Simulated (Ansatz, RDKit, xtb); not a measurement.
**C6H7PS: which of the isomers drawn lies lowest?**

A sample of isomers of C6H7PS is drawn. Aim: find which of them has the lowest free energy at 298.15 K, then its properties. The sample is small against all isomers, and the most stable one of this formula need not be in it.

The funnel: GFN2-xTB relaxations, single points with a density functional, relaxations at B3LYP/def2-SVP, harmonic vibrations (at GFN2-xTB), and a last energy at a higher level. All values are calculated.

### 1 Possible bonding patterns

Isomers were taken from a list of plausible structures; this is a sample, not all of them. That gives 9 candidates.

```
label              SMILES     spin
 c123      c1csc(C2CC2)p1  singlet
 c309          CSc1cccpc1  singlet
 c324   C#CC[P@H](=S)C#CC  singlet
 c462      c1pc(C2CC2)cs1  singlet
 c559         C=Cc1scpc1C  singlet
 c687      c1pcc(C2CC2)s1  singlet
 c870       C=Cc1pc(C)cs1  singlet
 c891  C#C[P@]1(=S)C=CCC1  singlet
 c909       C/C=P/c1cccs1  singlet
```

Candidates are built by distance geometry, with a force field where one applies, in up to four conformers (letters a to d).

Q: Predict the outcome of this search (final energies at CCSD(T)/def2-SVP + MP2/def2-TZVPP - MP2/def2-SVP).

| quantity | value |
| --- | --- |
| lowest structure found | CSc1cccpc1, singlet |
| next finalist | C=Cc1pc(C)cs1, singlet, 6.3 kcal/mol higher in G |
| share at equilibrium, among the finalists | 100.0 % |

The search ends on `CSc1cccpc1`. The margin of 6.3 kcal/mol over the next finalist is beyond the usual error of the last level; it says nothing of structures that weren't ranked. GFN2-xTB, HF/STO-3G, r2SCAN-D4/def2-SVP, B3LYP/def2-SVP, HF/def2-SVP and MP2/def2-SVP already put its bonding pattern lowest among the structures in one piece. The search is not exhaustive (a finite list of starts, one conformer a finalist), so a lower isomer can't be ruled out. Only 9 drawn patterns were tried, so whole families of isomers are missing, and the result ranks this sample alone. The lowest isomer need not be the one that is made and kept in a bottle, which depends on barriers.
